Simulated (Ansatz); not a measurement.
# CdH₅NOSi: up Jacob's ladder to CCSD(T)

One table from this session's results is given with a row withheld; the runs are named, their logs left out.

The runs use Ansatz 0.2.0, Gaussian basis; functionals in def2-TZVPP, the program's frozen cores in correlated methods.

The runs, in order: LDA (SPW92), PBE-D4, revPBE-D4, BLYP-D4, r2SCAN-D4, B97M-V, PBE0-D4, B3LYP-D4, r2SCANh-D4, r2SCAN0-D4, HSE06-D4, BHLYP-D4, CAM-B3LYP-D4, LC-ωPBE, ωB97X-V, ωB97M-V, B2PLYP, PBE-QIDH; CCSD(T)/def2-SVP; CCSD(T)/def2-TZVPP; MP2/def2-QZVPP; extrapolation to the limit; RPA on PBE.

### The geometry

The geometry comes from an earlier relaxation with PBE0-D4 in a triple-zeta def2 set; it is a stationary point, not always the lowest conformer. Cd takes the def2 core potential; no spin-orbit term is included.

SMILES `[NH2][Cd][O][SiH3]`, 9 atoms, charge 0, spin multiplicity 1.

Atoms are counted from 1 here; the program's logs count them from 0.

Bond lengths: N1–Cd2 1.998 Å, N1–H5 1.014 Å, N1–H6 1.014 Å, Cd2–O3 1.960 Å, O3–Si4 1.620 Å, Si4–H7 1.495 Å, Si4–H8 1.489 Å, Si4–H9 1.495 Å. Angles: Cd2–N1–H5 111.4°, Cd2–N1–H6 111.4°, H5–N1–H6 106.3°, N1–Cd2–O3 177.7°, Cd2–O3–Si4 136.2°, O3–Si4–H7 112.2°, O3–Si4–H8 109.6°, O3–Si4–H9 112.2°, H7–Si4–H8 108.0°, H7–Si4–H9 106.7°, H8–Si4–H9 108.0°.

Set-up of the first run:

The input, in.yaml:

```yaml
crystal:
  periodic: [false, false, false]
  atoms:
    - {symbol: N, position_ang: [-0.651688, 2.678354, -1.236303]}
    - {symbol: Cd, position_ang: [0.132331, 0.965925, -0.569833]}
    - {symbol: O, position_ang: [0.832609, -0.729088, 0.121369]}
    - {symbol: Si, position_ang: [0.252025, -1.967732, 0.989721]}
    - {symbol: H, position_ang: [-0.132135, 3.480404, -0.897100]}
    - {symbol: H, position_ang: [-0.623829, 2.729340, -2.248684]}
    - {symbol: H, position_ang: [-0.878236, -2.660532, 0.298893]}
    - {symbol: H, position_ang: [1.332643, -2.966149, 1.218805]}
    - {symbol: H, position_ang: [-0.263720, -1.530511, 2.323123]}
basis:
  gaussian: {orbitals: def2-TZVPP}
hamiltonian: {xc: lda}
output: {orbitals: {seedname: orbitals}}
```

Started as:

```bash
ansatz run in.yaml --threads 4 --pin off --events-out ev --progress --plain --max-ram 10444MiB
```

Among the steps run: LDA; PBE-D4 (GGA); revPBE-D4 (GGA); BLYP-D4 (GGA); r2SCAN-D4 (meta-GGA); B97M-V (meta-GGA); B3LYP-D4 (hybrid); r2SCANh-D4 (hybrid); r2SCAN0-D4 (hybrid); HSE06-D4 (hybrid); BHLYP-D4 (hybrid); CAM-B3LYP-D4 (range-separated); LC-ωPBE (range-separated); ωB97X-V (range-separated); ωB97M-V (range-separated); B2PLYP (double hybrid); PBE-QIDH (double hybrid).

One of the session's tables, all rows but one given; the rest of the session is left out.

It belongs to the step «Frontier levels by functional». 

```
  functional  HOMO (eV)  gap (eV)
 LDA (SPW92)      -6.32      3.91
      PBE-D4      -6.10      3.93
   revPBE-D4      -6.02      3.96
     BLYP-D4      -5.99      3.85
   r2SCAN-D4      -6.34      4.46
      B97M-V      -6.41      4.28
     PBE0-D4      -7.41      6.13
    B3LYP-D4      -7.20      5.59
  r2SCANh-D4      -6.84      5.28
  r2SCAN0-D4      -7.60      6.49
    HSE06-D4      -7.00      5.36
    BHLYP-D4      -8.64      8.11
CAM-B3LYP-D4      -8.83      8.42
     LC-ωPBE     -10.16     11.04
     ωB97X-V          ?         ?
     ωB97M-V      -9.75     10.11
```

Q: Estimate the row for ωB97X-V from the others.

The run gave: HOMO (eV): -9.81; gap (eV): 10.47. In the column «HOMO (eV)» it lies between LC-ωPBE (-10.16) and ωB97M-V (-9.75).
